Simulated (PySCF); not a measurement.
**C₄H₈BNO: electronic excitations**

Wanted: the electronic excitations of C₄H₈BNO (`[BH3-][N+]#CCCC=O`), by calculation.

Programs: PySCF 2.14.0, with density-fitted response routines of our own. Each step states its level of theory. These are calculated values for one molecule in the gas phase, unless marked as measured. Atoms are numbered from 0 throughout.

### Step 1. The starting structure

15 atoms, charge 0, multiplicity 1; geometry from: GFN2-xTB.

Bonds of the start (Å): B0–N1 1.46, N1–C2 1.15, C2–C3 1.44, C3–C4 1.53, C4–C5 1.50, C5–O6 1.20, B0–H7 1.19, B0–H8 1.19, B0–H9 1.19, C3–H10 1.09, C3–H11 1.09, C4–H12 1.09, C4–H13 1.09, C5–H14 1.11.

### Step 2. Excited states and response: PBE0/def2-SVPD

Job settings and geometry (Å):

```
{"job": {"kind": "uv", "xc": "PBE0", "basis": "def2-SVPD", "nstates": 8, "ntriplets": 3}, "charge": 0, "multiplicity": 1}
B      3.193256    -0.583937     0.398845
N      1.858699    -0.077568     0.082664
C      0.804715     0.306458    -0.174975
C     -0.534352     0.729993    -0.472878
C     -1.566599    -0.162295     0.230156
C     -2.967196     0.166078    -0.207695
O     -3.259407     0.987558    -1.026837
H      3.008215    -1.529033     1.103970
H      3.762864     0.302903     0.954497
H      3.686001    -0.875128    -0.646921
H     -0.667785     1.770043    -0.160525
H     -0.696343     0.686560    -1.554791
H     -1.383614    -1.217089     0.005582
H     -1.506865    -0.052858     1.315866
H     -3.736005    -0.443695     0.303785
```

Level: TDDFT PBE0/def2-SVPD, vertical, gas phase, core orbitals frozen in the response.

On the command line:

```console
$ OMP_NUM_THREADS=1 python probes_run.py task.json out
```

The driver reads the jobs from task.json and runs them one after another.

What it wrote:

```text
coarse grid: 12544 points
cycle   1  E = -311.2190036645  dE =  9.967e-01  |g| = 8.239e-01  |ddm| = 7.895e+00
cycle   2  E = -310.6615463047  dE =  5.575e-01  |g| = 1.826e+00  |ddm| = 3.497e+00
cycle   3  E = -311.3837337644  dE = -7.222e-01  |g| = 1.232e-01  |ddm| = 2.569e+00
cycle   4  E = -311.3865499670  dE = -2.816e-03  |g| = 7.689e-02  |ddm| = 2.819e-01
cycle   5  E = -311.3876010656  dE = -1.051e-03  |g| = 3.457e-02  |ddm| = 1.226e-01
cycle   6  E = -311.3878556945  dE = -2.546e-04  |g| = 7.852e-03  |ddm| = 4.689e-02
cycle   7  E = -311.3878696870  dE = -1.399e-05  |g| = 1.839e-03  |ddm| = 2.288e-02
cycle   8  E = -311.3878704663  dE = -7.793e-07  |g| = 3.318e-04  |ddm| = 4.414e-03
final grid: 121216 points
cycle   9  E = -311.4372662145  dE = -2.706e-05  |g| = 1.053e-02  |ddm| = 1.204e-01
cycle  10  E = -311.4372158632  dE =  5.035e-05  |g| = 1.931e-02  |ddm| = 3.712e-02
cycle  11  E = -311.4372894323  dE = -7.357e-05  |g| = 2.172e-03  |ddm| = 2.033e-02
cycle  12  E = -311.4372905562  dE = -1.124e-06  |g| = 2.155e-04  |ddm| = 4.394e-03
cycle  13  E = -311.4372905675  dE = -1.128e-08  |g| = 7.466e-05  |ddm| = 6.049e-04
cycle  14  E = -311.4372905684  dE = -9.110e-10  |g| = 5.525e-05  |ddm| = 1.859e-04
cycle  15  E = -311.4372905690  dE = -6.423e-10  |g| = 1.085e-05  |ddm| = 7.403e-05
converged SCF energy = -311.4372905690

Static polarisability (au): isotropic 81.185, principal 56.472 66.928 120.154

Singlet excitations
state   eV       nm        f      main configurations
  1   4.4122    281.0   0.00027   H-2->L 0.86, H->L 0.13
  2   5.3731    230.7   0.00034   H->L 0.78, H-2->L 0.11, H->L+2 0.08
  3   5.4007    229.6   0.00611   H-1->L 0.97
  4   5.6862    218.0   0.00059   H-1->L+1 0.70, H->L+2 0.17
  5   5.8805    210.8   0.01229   H->L+1 0.52, H-1->L+2 0.43
  6   5.8955    210.3   0.00515   H->L+2 0.71, H-1->L+1 0.22
  7   6.6444    186.6   0.03269   H->L+3 0.84
  8   6.6938    185.2   0.00545   H-1->L+3 0.91

Triplet excitations (Tamm-Dancoff, eV): 3.7662 4.9475 5.2144
```

It took 61 s on 1 thread of Arm Neoverse N1, shared host; peak memory 0.82 GiB.

Frontier orbitals and where they lie:

| orbital | eV | atoms |
| --- | --- | --- |
| HOMO−3 | -10.73 | B0 39 %, H8 15 %, H7 15 % |
| HOMO−2 | -8.60 | O6 58 %, C5 15 %, C4 10 % |
| HOMO−1 | -7.73 | B0 36 %, H8 22 %, H9 16 % |
| HOMO | -7.71 | B0 34 %, H7 23 %, N1 12 % |
| LUMO | -1.69 | C5 41 %, O6 36 %, C4 10 % |
| LUMO+1 | -0.53 | N1 31 %, C2 30 %, C3 11 % |
| LUMO+2 | -0.42 | N1 32 %, C2 31 %, C3 13 % |

With each of the 8 states as a Gaussian band of 0.4 eV half-width at 1/e, the curve within the window shown has maxima at 211 nm (ε 820), 186 nm (ε 1,600) L/(mol cm). Beyond the last state computed it falls off for lack of states. The curve at chosen wavelengths:

```
 nm  ε (L/mol/cm)
177           743
183          1428
189          1491
195          1059
201           795
206           797
212           821
218           731
224           575
230           422
236           289
242           180
248           101
253            58
259            29
265            17
271            13
277            12
283            11
289            10
295             8
300             7
306             5
312             3
318             2
324             1
```

Ground-state properties from the same run:

| property | computed |
| --- | --- |
| dipole moment (D) | 5.72 |
| polarisability (Å³) | 12.03 |
| HOMO–LUMO gap (eV) | 6.01 |
| −ε(HOMO) (eV) | 7.71 |

### Step 3. What came out

```
                                quantity                        value
         lowest singlet (PBE0/def2-SVPD)  4.41 eV (281 nm), f = 0.000
brightest single state of those computed  state 7, 6.64 eV, f = 0.033
                          lowest triplet                      3.77 eV
```

The first singlet state (HOMO−2→LUMO 0.86, HOMO→LUMO 0.13) lies at 4.41 eV and is dark; of the 8 states computed, the strongest absorption comes from state 7 at 6.64 eV. The lowest triplet lies 0.65 eV below the lowest singlet (triplets in Tamm-Dancoff, singlets in full TDDFT).
